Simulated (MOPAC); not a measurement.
# C3H5FGe (SMILES FC1=C[CH]1[GeH3]): PM7

Aim: the adiabatic ionisation energy of C3H5FGe at PM7, from 2 runs. 

Program for the calculation: MOPAC 23.2.5.

12 further runs of the same task are left out: 2 that didn't finish, 10 set aside as unsound or not needed.

## 1. The molecule

The species is C3H5FGe (10 atoms), meant as a singlet with charge 0. As SMILES, `FC1=C[CH]1[GeH3]`. All atoms were displaced at random from a relaxed shape. The run starts from this shape.

Bond lengths: F1–C2 1.322 Å, C2–C3 1.271 Å, C2–C4 1.449 Å, C3–C4 1.567 Å, C4–Ge5 1.951 Å, C3–H6 1.071 Å, C4–H7 1.105 Å, Ge5–H8 1.533 Å, Ge5–H9 1.539 Å, Ge5–H10 1.551 Å. Some angles: F1–C2–C3 148.2°, F1–C2–C4 141.8°, C3–C2–C4 70.0°, C2–C3–C4 60.3°, C2–C4–C3 49.7°, C2–C4–Ge5 123.5°, C3–C4–Ge5 121.0°, C2–C3–H6 156.1°, C4–C3–H6 143.6°, C2–C4–H7 116.7°.

## 2. A structure relaxation at PM7

Input file calc.mop:

```
PM7 PRECISE GRADIENTS DISP CYCLES=300 GNORM=0.01 AUX(PRECISION=6) THREADS=1
C3H5FGe optimise

F     -1.470338 1    -1.611346 1     1.550423 1
C     -0.609210 1    -1.308315 1     0.594026 1
C      0.474489 1    -1.584121 1    -0.010417 1
C     -0.362673 1    -0.334205 1    -0.449422 1
Ge     0.278489 1     1.475650 1    -0.101607 1
H      1.362111 1    -2.145302 1    -0.222275 1
H     -0.958066 1    -0.437140 1    -1.374805 1
H      1.018423 1     1.467022 1     1.240845 1
H     -0.881979 1     2.482856 1    -0.021788 1
H      1.242952 1     1.954500 1    -1.217563 1
```

Started as:

```bash
$ mopac calc.mop
```

calc.out:

```text
MOPAC v23.2.5
PM7 CALCULATION RESULTS
[...]
 *  GNORM      - EXIT WHEN GRADIENT NORM DROPS BELOW 0.010
[...]
           Empirical Formula: C3 H5 F Ge  =    10 atoms
      MOLECULAR POINT GROUP   :   C1
[...]
 CYCLE:     1 TIME:   0.004 TIME LEFT:  2.00D  GRAD.:   355.738 HEAT:  59.27428
[...]
 CYCLE:    58 TIME:   0.004 TIME LEFT:  2.00D  GRAD.:     0.016 HEAT:  47.54470
[...]
     SCF FIELD WAS ACHIEVED
[...]
     *    FINAL HEAT OF FORMATION     =     47.54471 KCAL/MOL
     *    SUM OF CONTRIBUTIONS TO HoF =     47.48448 KCAL/MOL
     *                     DIFFERENCE =      0.06022 KCAL/MOL
          TOTAL ENERGY            =       -985.86177 EV
          ELECTRONIC ENERGY       =      -2826.93876 EV
          CORE-CORE REPULSION     =       1841.07699 EV
          COSMO AREA              =        129.52 SQUARE ANGSTROMS
          COSMO VOLUME            =        120.37 CUBIC ANGSTROMS
          GRADIENT NORM           =          0.01573          =       0.00498 PER ATOM
          IONIZATION POTENTIAL    =          9.633148 EV
          HOMO LUMO ENERGIES (EV) =         -9.633 -0.058
          NO. OF FILLED LEVELS    =         14
          MOLECULAR WEIGHT        =        132.6609         POINT GROUP:  C1
[...]
                             CARTESIAN COORDINATES
   1    F       -1.464817181    -1.560657351     1.559913323
   2    C       -0.627214770    -1.291145354     0.618519219
   3    C        0.489329104    -1.533210307    -0.048480814
   4    C       -0.345212396    -0.346599767    -0.476507711
   5   Ge        0.273482945     1.434174704    -0.086118252
   6    H        1.369283917    -2.050981809    -0.250424453
   7    H       -0.912066520    -0.363957191    -1.407702403
   8    H        0.999914325     1.440899173     1.244142086
   9    H       -0.921785464     2.366143050    -0.023201123
  10    H        1.217258826     1.869512856    -1.190700049
           Empirical Formula: C3 H5 F Ge  =    10 atoms
[...]
              NET ATOMIC CHARGES AND DIPOLE CONTRIBUTIONS
  ATOM NO.   TYPE          CHARGE      No. of ELECS.   s-Pop       p-Pop
    1          F          -0.073370        7.0734     1.96295     5.11042
    2          C           0.133269        3.8667     1.06120     2.80554
    3          C          -0.191929        4.1919     1.09067     3.10125
    4          C          -0.354769        4.3548     1.05070     3.30407
    5         Ge          -0.183174        4.1832     0.98264     3.20054
    6          H           0.197486        0.8025     0.80251
    7          H           0.180099        0.8199     0.81990
    8          H           0.094335        0.9057     0.90567
    9          H           0.099281        0.9007     0.90072
   10          H           0.098772        0.9012     0.90123
 DIPOLE           X         Y         Z       TOTAL
 POINT-CHG.     1.112     0.874    -0.689     1.573
 HYBRID        -0.409    -0.323     0.216     0.564
 SUM            0.703     0.551    -0.473     1.010
[...]
 * JOB ENDED NORMALLY *
[...]
```

Wall time 0.16 s (1 thread of Arm Neoverse V1, shared host).

The path in brief:

```csv
step,energy from the first frame kept (eV),largest force (eV/Å)
0,0.0000,11.5509
3,-0.4445,4.4267
6,-0.4885,0.6872
9,-0.5007,0.3509
12,-0.5078,0.0536
15,-0.5084,0.0182
18,-0.5085,0.0101
21,-0.5086,0.0125
24,-0.5086,0.0073
27,-0.5086,0.0067
30,-0.5086,0.0016
33,-0.5086,0.0015
36,-0.5086,0.0012
39,-0.5086,0.0005
42,-0.5086,0.0004
45,-0.5086,0.0005
48,-0.5086,0.0014
51,-0.5086,0.0003
54,-0.5086,0.0003
57,-0.5086,0.0003
```

After the run. Bond lengths: F1–C2 1.289 Å, C2–C3 1.323 Å, C2–C4 1.473 Å, C3–C4 1.513 Å, C4–Ge5 1.925 Å, C3–H6 1.041 Å, C4–H7 1.090 Å, Ge5–H8 1.516 Å, Ge5–H9 1.517 Å, Ge5–H10 1.517 Å. Some angles: F1–C2–C3 151.5°, F1–C2–C4 143.3°, C3–C2–C4 65.2°, C2–C3–C4 62.2°, C2–C4–C3 52.6°, C2–C4–Ge5 120.3°, C3–C4–Ge5 119.4°, C2–C3–H6 154.5°, C4–C3–H6 143.3°, C2–C4–H7 121.7°.

## 3. The doublet cation: a structure relaxation at PM7

Input file input.mop:

```
CYCLES=300 CHARGE=1 DOUBLET DISP GNORM=0.05 PM7 AUX(PRECISION=6) THREADS=1
C3H5FGe

F -1.464817 1 -1.560657 1 1.559913 1
C -0.627215 1 -1.291145 1 0.618519 1
C 0.489329 1 -1.533210 1 -0.048481 1
C -0.345212 1 -0.346600 1 -0.476508 1
Ge 0.273483 1 1.434175 1 -0.086118 1
H 1.369284 1 -2.050982 1 -0.250424 1
H -0.912067 1 -0.363957 1 -1.407702 1
H 0.999914 1 1.440899 1 1.244142 1
H -0.921785 1 2.366143 1 -0.023201 1
H 1.217259 1 1.869513 1 -1.190700 1
```

Started as:

```bash
$ mopac input.mop
```

input.out:

```text
MOPAC v23.2.5
PM7 CALCULATION RESULTS
[...]
 *  GNORM      - EXIT WHEN GRADIENT NORM DROPS BELOW 0.050
[...]
           Empirical Formula: C3 H5 F Ge  =    10 atoms
      MOLECULAR POINT GROUP   :   C1
[...]
 CYCLE:     1 TIME:   0.008 TIME LEFT:  2.00D  GRAD.:   163.458 HEAT:  259.7681
[...]
 CYCLE:    73 TIME:   0.000 TIME LEFT:  2.00D  GRAD.:     0.048 HEAT:  251.9485
[...]
     SCF FIELD WAS ACHIEVED
[...]
                              SUM =        251.94848 KCAL/MOL = FINAL HEAT OF FORMATION
          TOTAL ENERGY            =       -976.99560 EV
          ELECTRONIC ENERGY       =      -2813.84444 EV
          CORE-CORE REPULSION     =       1836.84883 EV
          COSMO AREA              =        130.78 SQUARE ANGSTROMS
          COSMO VOLUME            =        121.83 CUBIC ANGSTROMS
          GRADIENT NORM           =          0.04759          =       0.01505 PER ATOM
          IONIZATION POTENTIAL    =         14.997036 EV
          ALPHA SOMO LUMO (EV)    =        -14.997 -6.275
          BETA  SOMO LUMO (EV)    =        -16.297 -8.005
          NO. OF ALPHA ELECTRONS  =         14
          NO. OF BETA  ELECTRONS  =         13
          MOLECULAR WEIGHT        =        132.6609         POINT GROUP:  C1
[...]
                             CARTESIAN COORDINATES
   1    F       -1.483988682    -1.609517535     1.559564434
   2    C       -0.659351318    -1.295744274     0.636406317
   3    C        0.504102112    -1.516055779    -0.045213615
   4    C       -0.369690495    -0.437905863    -0.461915940
   5   Ge        0.301436274     1.497553125    -0.090631775
   6    H        1.401315476    -2.058408696    -0.218467208
   7    H       -0.896585912    -0.207500579    -1.402870005
   8    H        1.027411184     1.377463231     1.220927792
   9    H       -0.975679389     2.301097824    -0.034319461
  10    H        1.186594280     1.795091807    -1.276737223
           Empirical Formula: C3 H5 F Ge  =    10 atoms
[...]
              NET ATOMIC CHARGES AND DIPOLE CONTRIBUTIONS
  ATOM NO.   TYPE          CHARGE      No. of ELECS.   s-Pop       p-Pop
    1          F           0.036308        6.9637     1.96491     4.99878
    2          C           0.303602        3.6964     1.10536     2.59104
    3          C           0.005392        3.9946     1.13677     2.85784
    4          C          -0.413465        4.4135     1.09139     3.32207
    5         Ge           0.189424        3.8106     1.09099     2.71958
    6          H           0.249539        0.7505     0.75046
    7          H           0.278194        0.7218     0.72181
    8          H           0.101410        0.8986     0.89859
    9          H           0.124710        0.8753     0.87529
   10          H           0.124885        0.8751     0.87512
 DIPOLE           X         Y         Z       TOTAL
 POINT-CHG.     1.304    -1.128    -1.123     2.057
 HYBRID        -0.612    -0.731     0.095     0.958
 SUM            0.692    -1.859    -1.028     2.234
[...]
 * JOB ENDED NORMALLY *
[...]
```

Run time: 0.2 s. Hardware: 1 thread of Arm Neoverse V1, shared host.

The path in brief:

```csv
step,energy from the first frame kept (eV),largest force (eV/Å)
0,0.0000,4.5764
3,-0.2666,0.8119
6,-0.3170,0.3366
9,-0.3374,0.1166
12,-0.3386,0.0349
15,-0.3388,0.0140
18,-0.3389,0.0072
21,-0.3389,0.0040
24,-0.3388,0.0273
27,-0.3390,0.0024
30,-0.3390,0.0068
33,-0.3390,0.0035
36,-0.3390,0.0021
39,-0.3390,0.0015
42,-0.3390,0.0068
45,-0.3390,0.0018
48,-0.3390,0.0066
51,-0.3390,0.0031
54,-0.3390,0.0013
57,-0.3390,0.0016
60,-0.3390,0.0014
63,-0.3391,0.0038
66,-0.3391,0.0037
69,-0.3391,0.0014
72,-0.3391,0.0011
```

After the run. Bond lengths: F1–C2 1.277 Å, C2–C3 1.366 Å, C2–C4 1.423 Å, C3–C4 1.449 Å, C4–Ge5 2.082 Å, C3–H6 1.063 Å, C4–H7 1.103 Å, Ge5–H8 1.504 Å, Ge5–H9 1.510 Å, Ge5–H10 1.510 Å. Some angles: F1–C2–C3 150.6°, F1–C2–C4 146.9°, C3–C2–C4 62.5°, C2–C3–C4 60.7°, C2–C4–C3 56.8°, C2–C4–Ge5 119.2°, C3–C4–Ge5 116.5°, C2–C3–H6 152.0°, C4–C3–H6 147.4°, C2–C4–H7 133.4°.

## 4. Outcome

At PM7:

| quantity | value |
| --- | --- |
| run 1, PM7: total energy at the end | -36.22975 Eh |
| run 1, PM7: dipole moment | 1.01 D |
| run 1, PM7: HOMO energy | -9.63 eV |
| run 1, PM7: LUMO energy | -0.06 eV |
| run 1, PM7: HOMO–LUMO gap | 9.57 eV |
| run 1, PM7: dispersion energy | -1.53 kJ/mol |
| run 1, PM7: heat of formation | 47.5 kcal/mol |
| doublet cation: total energy at the end | -35.90393 Eh |
| doublet cation: HOMO energy (over α and β) | -15.00 eV |
| doublet cation: LUMO energy (over α and β) | -8.01 eV |
| doublet cation: dispersion energy | -1.50 kJ/mol |
| doublet cation: heat of formation | 251.9 kcal/mol |
| doublet cation: ⟨S²⟩ | 0.753 |
| adiabatic ionisation energy (to the doublet cation, no zero-point term) | 8.864 eV |

**Reading.** The adiabatic ionisation energy (to the doublet cation, no zero-point term) is 8.86 eV (855 kJ/mol). The optimisation (run 1, PM7) took 57 steps and changed the energy by -0.509 eV. The optimisation (doublet cation) took 72 steps and changed the energy by -0.339 eV.
